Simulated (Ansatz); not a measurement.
This script drives Ansatz 0.2.0, Python API.

`vco_jij.py`
```python
'''Pair couplings between the moments of VCo.'''

import ansatz as az
import numpy as np


def main() -> None:
    vco = (
        az.Lattice.of((2.89042773, 0.0, 0.0), (0.0, 2.89042773, 0.0), (0.0, 0.0, 2.89042773))
        .atom('V', (0.0, 0.0, 0.0))
        .atom('Co', (0.5, 0.5, 0.5))
        .moments(V=1.5, Co=2.5)
    )

    base = (
        vco.calculation()
        .mixing('broyden', preconditioner='kerker')
        .scf(tolerance=1e-09, extra_bands=16)
        .occupations('Marzari-Vanderbilt', width=0.3)
        .kpoints(5, 5, 5)
        .basis(260, density_ratio=6)
        .functional('PBEsol')
        .spin(az.SpinTreatment.COLLINEAR)
        .eigenstates(nscf_kmesh=(7, 7, 7))
        .exchange_couplings(magnetic=['Co'])
    )
    couplings = base.run().exchange_couplings().to_plain()
    for atom in couplings['atoms']:
        print(atom['site']['symbol'], atom['role'], 'moment', round(atom['moment_mub'], 3), 'muB')
    shells = {}
    for pair in couplings['pairs']:
        key = (pair['site'], pair['partner'], round(float(np.linalg.norm(pair['displacement_ang'])), 2))
        shells.setdefault(key, []).append(1000 * pair['coupling_ev'])
    print('site partner distance (A)  count  mean J (meV)')
    for (i, j, d), values in sorted(shells.items(), key=lambda item: item[0][2])[:10]:
        print(f'{i:4d} {j:7d} {d:12.2f} {len(values):6d} {np.mean(values):13.3f}')
    print('mean-field order:', couplings['mean_field_order'])


if __name__ == '__main__':
    main()
```

It is started by `python vco_jij.py`. How long does it take on 1 thread of Arm Neoverse V2, on a shared host, and how much memory does it need?

It took about 21 s, with a peak of 0.85 GiB, for 1 run of the engine.

Running `python vco_jij.py` prints:
```text
DeckWarning: basis.ecutwfc = 260 eV is below the records' recommended 420 eV, and the density's cutoff is lower with it unless basis.ecutrho_ratio is high enough to keep the records' density cutoff: compare with a run at a higher cutoff
DeckWarning: basis.ecutrho_ratio = 6 (ecutrho = 1560 eV) is below the records' recommended 1680 eV
V relaxed moment 0.502 muB
Co magnetic moment 1.276 muB
site partner distance (A)  count  mean J (meV)
   1       1         2.89      6         1.455
   1       1         4.09     12         1.776
   1       1         5.01      8         1.729
   1       1         5.78      6        -1.197
   1       1         6.46     24        -0.114
   1       1         7.08     24        -0.172
   1       1         8.18     12        -0.048
   1       1         8.67     30        -0.038
   1       1         9.14     24        -0.042
   1       1         9.59     24        -0.031
mean-field order: {'temperature_k': 219.1563386329406, 'q_frac': [0.0, 0.0, 0.0]}
```
(Warnings from the package without file and line.)

Notes:
- The settings weren't tested for convergence.
- The cutoff lies under the one recommended for these potentials.
- Other magnetic orders than the one started from may lie lower.
- For a metal this k-point mesh is coarse: on a finer one energies can move by several to tens of meV an atom and pressures by half a GPa or more, differences at one mesh by less.
- This cell is a computed structure, which may not be the phase found in nature.
- Couplings oscillate with the k-mesh and hold for small turns from this magnetic state; mean-field temperatures overestimate ordering, and where the couplings favour a wavevector other than zero the state started from isn't the stable order.
